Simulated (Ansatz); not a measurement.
# CH3BSeSi: the cost of one run

Program: Ansatz 0.2.0. Level of theory: RKS PBE0-D4/def2-mTZVP. These are calculated values, not measurements.

## (1) Starting point

Bond lengths: B1–Se2 1.864 Å, Se2–Si3 2.301 Å, Si3–C4 1.706 Å, B1–H5 1.169 Å, B1–H6 1.169 Å, C4–H7 1.079 Å. Angles: B1–Se2–Si3 99.2°, Se2–B1–H5 121.3°, Se2–B1–H6 116.9°, H5–B1–H6 121.8°, Se2–Si3–C4 155.9°, Si3–C4–H7 124.0°.

As a file:

```xyz
7

B    -1.5951    0.9406    0.2536
Se   -1.0893   -0.5353    1.2742
Si    0.9235   -1.0091    0.2658
C     2.2186   -0.7651   -0.8170
H    -0.9296    1.3275   -0.6265
H    -2.6070    1.4545    0.5336
H     3.0789   -1.4132   -0.8838
```

## (2) End point A

input.yaml

```yaml
crystal:
  periodic: [false, false, false]
  atoms:
    - { symbol: B, position_ang: [-1.59512, 0.94065, 0.25363] }
    - { symbol: Se, position_ang: [-1.08934, -0.53525, 1.27419] }
    - { symbol: Si, position_ang: [0.92349, -1.00908, 0.26585] }
    - { symbol: C, position_ang: [2.21861, -0.76515, -0.81697] }
    - { symbol: H, position_ang: [-0.9296, 1.32748, -0.62646] }
    - { symbol: H, position_ang: [-2.60697, 1.45454, 0.53359] }
    - { symbol: H, position_ang: [3.07894, -1.4132, -0.88383] }
basis:
  gaussian: { orbitals: def2-mTZVP }
hamiltonian:
  xc: pbe0
  dispersion: d4
relax:
  f_tol: 0.015
  max_steps: 40
```

Launch:

```
> ansatz run input.yaml --threads 2 --pin off --max-ram 3072MiB --backend cpu --events-out ev --progress --plain --runs-dir out
```

Q: Estimate wall time and peak memory on 2 threads of Arm Neoverse V1, shared host.

About 93 s, with a peak of 0.23 GiB.
